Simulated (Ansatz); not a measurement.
# F2H5NO2Si2: a ladder of functionals and wavefunction methods

The task here is to estimate one member of a computed series from the others.

Program: Ansatz 0.2.0, Gaussian basis. Level of theory: functionals in def2-TZVPP, the program's frozen cores in correlated methods. These are calculated values, not measurements.

The runs, in order: PBE-D4, r2SCAN-D4, PBE0-D4, B3LYP-D4, ωB97X-V, ωB97M-V, B2PLYP; CCSD(T)/def2-TZVPP; MP2/def2-QZVPP; extrapolation to the limit.

## Structure used throughout

The geometry comes from an earlier relaxation with PBE0-D4 in a triple-zeta def2 set; it is a stationary point, not always the lowest conformer.

SMILES `O[SiH](O)N[SiH](F)F`, 12 atoms, charge 0, spin multiplicity 1.

Atoms are counted from 1 here; the program's logs count them from 0.

Bond lengths: O1–Si2 1.630 Å, O1–H8 0.958 Å, Si2–O3 1.637 Å, Si2–N4 1.717 Å, Si2–H9 1.483 Å, O3–H10 0.959 Å, N4–Si5 1.696 Å, N4–H11 1.011 Å, Si5–F6 1.587 Å, Si5–F7 1.592 Å, Si5–H12 1.468 Å. Angles: Si2–O1–H8 118.0°, O1–Si2–O3 109.2°, O1–Si2–N4 108.1°, O1–Si2–H9 109.9°, O3–Si2–N4 107.2°, O3–Si2–H9 111.0°, N4–Si2–H9 111.4°, Si2–O3–H10 118.3°, Si2–N4–Si5 126.1°, Si2–N4–H11 117.9°, Si5–N4–H11 116.0°, N4–Si5–F6 107.4°, N4–Si5–F7 109.7°, N4–Si5–H12 116.8°, F6–Si5–F7 107.8°, F6–Si5–H12 108.3°, F7–Si5–H12 106.5°.

The first run:

in.yaml

```yaml
crystal:
  periodic: [false, false, false]
  atoms:
    - {symbol: O, position_ang: [-1.345216, -0.332437, -1.982930]}
    - {symbol: Si, position_ang: [-0.894502, 0.483593, -0.645527]}
    - {symbol: O, position_ang: [-1.679956, -0.133755, 0.651616]}
    - {symbol: N, position_ang: [0.782827, 0.215145, -0.398025]}
    - {symbol: Si, position_ang: [1.483416, -0.568209, 0.933194]}
    - {symbol: F, position_ang: [3.046683, -0.301325, 0.873489]}
    - {symbol: F, position_ang: [0.930855, 0.071259, 2.282421]}
    - {symbol: H, position_ang: [-2.230342, -0.188877, -2.320674]}
    - {symbol: H, position_ang: [-1.192406, 1.927139, -0.810735]}
    - {symbol: H, position_ang: [-1.591031, 0.316440, 1.493910]}
    - {symbol: H, position_ang: [1.423332, 0.527608, -1.114780]}
    - {symbol: H, position_ang: [1.266342, -2.016571, 1.038021]}
basis:
  gaussian: {orbitals: def2-TZVPP}
hamiltonian: {xc: pbe, dispersion: d4}
output: {forces: true, orbitals: {seedname: orbitals}}
```

Launch:

```bash
> ansatz run in.yaml --threads 2 --pin off --events-out ev --progress --plain --max-ram 32768MiB --backend cuda --devices 0, --max-vram 18GiB
```

Among the steps run: PBE-D4 (GGA); r2SCAN-D4 (meta-GGA); PBE0-D4 (hybrid); B3LYP-D4 (hybrid); ωB97X-V (range-separated); ωB97M-V (range-separated); B2PLYP (double hybrid); CCSD(T) in def2-TZVPP; MP2 in def2-QZVPP.

One table of the session follows, with a row left open; its other results are not shown here.

It belongs to the step «Atomisation energies». 

```
            method  atomisation energy (kcal/mol)
            PBE-D4                         1165.8
         r2SCAN-D4                         1155.5
           PBE0-D4                         1139.5
          B3LYP-D4                         1150.3
           ωB97X-V                         1160.7
           ωB97M-V                         1161.3
            B2PLYP                         1143.9
     HF/def2-TZVPP                              ?
    MP2/def2-TZVPP                         1161.6
   CCSD/def2-TZVPP                         1108.2
CCSD(T)/def2-TZVPP                         1125.7
           MP2/CBS                         1201.1
       CCSD(T)/CBS                         1165.2
```

Estimate the missing values for HF/def2-TZVPP.

The run gave: atomisation energy (kcal/mol): 827.7. In the column «atomisation energy (kcal/mol)» it is the lowest.

Limits of these values: Free atoms (2 O, 2 Si, 1 N, 2 F, 5 H) were run apart at each level; the atomisation energy is their sum less the molecule, without zero-point or spin-orbit terms.
